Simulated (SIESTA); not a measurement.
Wanted: the native input for a SIESTA 5.4.2 run.

| Property | Result |
| --- | --- |
| Task | single point |
| Functional | PBE |
| Potentials or basis | PseudoDojo 0.4 standard (PBE files) |
| Basis | DZP (energy shift 0.003 Ry; two zetas on semicore shells) |
| Grid cutoff | 800 Ry |
| Energy shift | 0.003 Ry |
| k mesh | 8 × 8 × 8 |
| Occupations | fermi-dirac, width 0.05 eV |
| Spin | no spin polarisation |

The system is YTiF5.

```
Y Ti F
1.0
    -2.09554    3.47800    4.21556
     2.09554   -3.47800    4.21556
     2.09554    3.47800   -4.21556
Y Ti F
1 1 5
Direct
  0.50000 0.50000 0.00000
  0.00000 0.00000 0.00000
  0.50000 0.00000 0.50000
  0.76085 0.76085 0.00000
  0.23915 0.23915 0.00000
  0.18102 0.50000 0.68102
  0.81898 0.50000 0.31898
```

The cell comes from a database or a generator and needn't be the stable form of this composition.

One way to write it, as run:

YTiF5.fdf

```
SystemName                      YTiF5
SystemLabel                     YTiF5
NumberOfSpecies                 3
NumberOfAtoms                   7
%block ChemicalSpeciesLabel
  1  39 Y
  2  22 Ti
  3   9 F
%endblock ChemicalSpeciesLabel

LatticeConstant                 1.0 Ang
%block LatticeVectors
    -2.0955410000     3.4780010000     4.2155590000
     2.0955410000    -3.4780010000     4.2155590000
     2.0955410000     3.4780010000    -4.2155590000
%endblock LatticeVectors
AtomicCoordinatesFormat         Fractional
%block AtomicCoordinatesAndAtomicSpecies
     0.5000000000     0.5000000000     0.0000000000  1  Y
     0.0000000000     0.0000000000     0.0000000000  2  Ti
     0.5000000000     0.0000000000     0.5000000000  3  F
     0.7608500000     0.7608500000     0.0000000000  3  F
     0.2391500000     0.2391500000     0.0000000000  3  F
     0.1810190000     0.5000000000     0.6810190000  3  F
     0.8189810000     0.5000000000     0.3189810000  3  F
%endblock AtomicCoordinatesAndAtomicSpecies

%block kgrid.MonkhorstPack
    8   0   0  0.0
    0   8   0  0.0
    0   0   8  0.0
%endblock kgrid.MonkhorstPack
XC.Functional                   GGA
XC.Authors                      PBE
PAO.BasisSize                   DZP
PAO.EnergyShift                 0.003 Ry
Mesh.Cutoff                     800 Ry
OccupationFunction              FD
ElectronicTemperature           0.05 eV
MaxSCFIterations                120
SCF.MustConverge                false
SCF.Mixer.Method                Pulay
SCF.Mixer.Weight                0.25
SCF.Mixer.History               8
SCF.DM.Tolerance                5.0e-05
SCF.H.Tolerance                 1.0e-03 eV
WriteForces                     true
Charge.Mulliken                 end
%block PAO.Basis
  Y 5
  n=4 0 2
    3.677 0.000
  n=5 0 2
    9.467 0.000
  n=4 1 2
    4.308 0.000
  n=5 1 1
    9.467
  n=4 2 2
    8.361 0.000
  Ti 5
  n=3 0 2
    3.144 0.000
  n=4 0 2
    8.756 0.000
  n=3 1 2
    3.568 0.000
  n=4 1 1
    8.756
  n=3 2 2
    6.267 0.000
%endblock PAO.Basis
```

Potentials or basis: PseudoDojo 0.4 standard (PBE files), DZP (energy shift 0.003 Ry; two zetas on semicore shells).

Command:

```sh
$ siesta YTiF5.fdf > YTiF5.out 2>&1
```

Results of the run:

```yaml
Pressure: -0.2 GPa
Largest_force: 0.754 eV/Å
Band_gap_on_the_k_mesh: none (metal or under the smearing width)
```

Caveat: the basis of atomic orbitals isn't converged, which shifts pressures, moduli and gaps; semilocal functionals often make such compounds metallic where correlation or magnetic order opens a gap, which also shifts bond lengths.

It took 7.4 min on 1 thread of Arm Neoverse N1 (shared host), peak memory 0.86 GiB.
